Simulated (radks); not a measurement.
**Taking charge from the 5p level of Ce in fractions**

Aim: follow energy and eigenvalue as charge leaves the 5p level of Ce bit by bit, and test Janak's theorem, Slater's transition state and the straight-line condition.

Program: radks (a radial shooting solver on a logarithmic mesh, Libxc functionals) version 1. Level of theory: scalar-relativistic Kohn-Sham, SCAN, spin-unpolarised, spherical densities, finite nucleus. These are calculated values, not measurements, unless marked.

### 1 The atom as given

```
element            : cerium (Z = 58)
charge             : 0
electrons          : 58
configuration      : [Xe] 4f1 5d1 6s2
nuclear rms radius : 4.8771 fm
```

The outer shells:

Ce
```
[Xe] core
4f [↑ ][  ][  ][  ][  ][  ][  ]
5d [↑ ][  ][  ][  ][  ]
6s [↑↓]
```

### 2 Start: [Xe] 4f1 5d1 6s2

The run's settings:

```text
Z 58
configuration [Xe] 4f1 5d1 6s2
relativity scalar-relativistic
functional scan,scan
spin unpolarised
nucleus finite rms 4.8771 fm
c 137.035999084
```

### 3 0.1 electron removed from 5p

The run's settings:

```text
Z 58
configuration [Kr] 4d10 4f1 5s2 5p5.9 5d1 6s2
relativity scalar-relativistic
functional scan,scan
spin unpolarised
nucleus finite rms 4.8771 fm
c 137.035999084
```

### 4 0.2 electron removed from 5p

The run's settings:

```text
Z 58
configuration [Kr] 4d10 4f1 5s2 5p5.8 5d1 6s2
relativity scalar-relativistic
functional scan,scan
spin unpolarised
nucleus finite rms 4.8771 fm
c 137.035999084
```

### 5 0.3 electron removed from 5p

The run's settings:

```text
Z 58
configuration [Kr] 4d10 4f1 5s2 5p5.7 5d1 6s2
relativity scalar-relativistic
functional scan,scan
spin unpolarised
nucleus finite rms 4.8771 fm
c 137.035999084
```

### 6 0.4 electron removed from 5p

The run's settings:

```text
Z 58
configuration [Kr] 4d10 4f1 5s2 5p5.6 5d1 6s2
relativity scalar-relativistic
functional scan,scan
spin unpolarised
nucleus finite rms 4.8771 fm
c 137.035999084
```

### 7 0.5 electron removed from 5p

The run's settings:

```text
Z 58
configuration [Kr] 4d10 4f1 5s2 5p5.5 5d1 6s2
relativity scalar-relativistic
functional scan,scan
spin unpolarised
nucleus finite rms 4.8771 fm
c 137.035999084
```

### 8 0.6 electron removed from 5p

The run's settings:

```text
Z 58
configuration [Kr] 4d10 4f1 5s2 5p5.4 5d1 6s2
relativity scalar-relativistic
functional scan,scan
spin unpolarised
nucleus finite rms 4.8771 fm
c 137.035999084
```

### 9 0.7 electron removed from 5p

The run's settings:

```text
Z 58
configuration [Kr] 4d10 4f1 5s2 5p5.3 5d1 6s2
relativity scalar-relativistic
functional scan,scan
spin unpolarised
nucleus finite rms 4.8771 fm
c 137.035999084
```

### 10 0.8 electron removed from 5p

The run's settings:

```text
Z 58
configuration [Kr] 4d10 4f1 5s2 5p5.2 5d1 6s2
relativity scalar-relativistic
functional scan,scan
spin unpolarised
nucleus finite rms 4.8771 fm
c 137.035999084
```

### 11 0.9 electron removed from 5p

The run's settings:

```text
Z 58
configuration [Kr] 4d10 4f1 5s2 5p5.1 5d1 6s2
relativity scalar-relativistic
functional scan,scan
spin unpolarised
nucleus finite rms 4.8771 fm
c 137.035999084
```

### 12 1 electron removed from 5p

The run's settings:

```text
Z 58
configuration [Kr] 4d10 4f1 5s2 5p5 5d1 6s2
relativity scalar-relativistic
functional scan,scan
spin unpolarised
nucleus finite rms 4.8771 fm
c 137.035999084
```

Before running it: what results should come out? Wanted: for each run, removed; E − E(0); eigenvalue; E minus straight line.

**Answer**, as computed:

| removed (e) | E − E(0) (eV) | eigenvalue (eV) | E minus straight line (eV) |
| --- | --- | --- | --- |
| 0 | 0.000 | -23.998 | 0.000 |
| 0.1 | 2.441 | -24.861 | -0.411 |
| 0.2 | 4.970 | -25.743 | -0.735 |
| 0.3 | 7.584 | -26.643 | -0.973 |
| 0.4 | 10.296 | -27.559 | -1.114 |
| 0.5 | 13.095 | -28.490 | -1.167 |
| 0.6 | 15.987 | -29.434 | -1.128 |
| 0.7 | 18.977 | -30.389 | -0.990 |
| 0.8 | 22.067 | -31.355 | -0.753 |
| 0.9 | 25.242 | -32.331 | -0.430 |
| 1 | 28.525 | -33.315 | 0.000 |

Removing the whole electron costs 28.525 eV, against 23.998 eV from minus the starting eigenvalue. Slater's transition state, half an electron removed, gives 28.490 eV. The trapezoid integral of minus the eigenvalue gives 28.546 eV over the range, against 28.525 eV from the energies (Janak's theorem; approximate here, since the scalar-relativistic density holds large components alone). The eigenvalue moves by 9.32 eV per electron. E bends below the straight line by 1.17 eV at 0.5 electron removed.
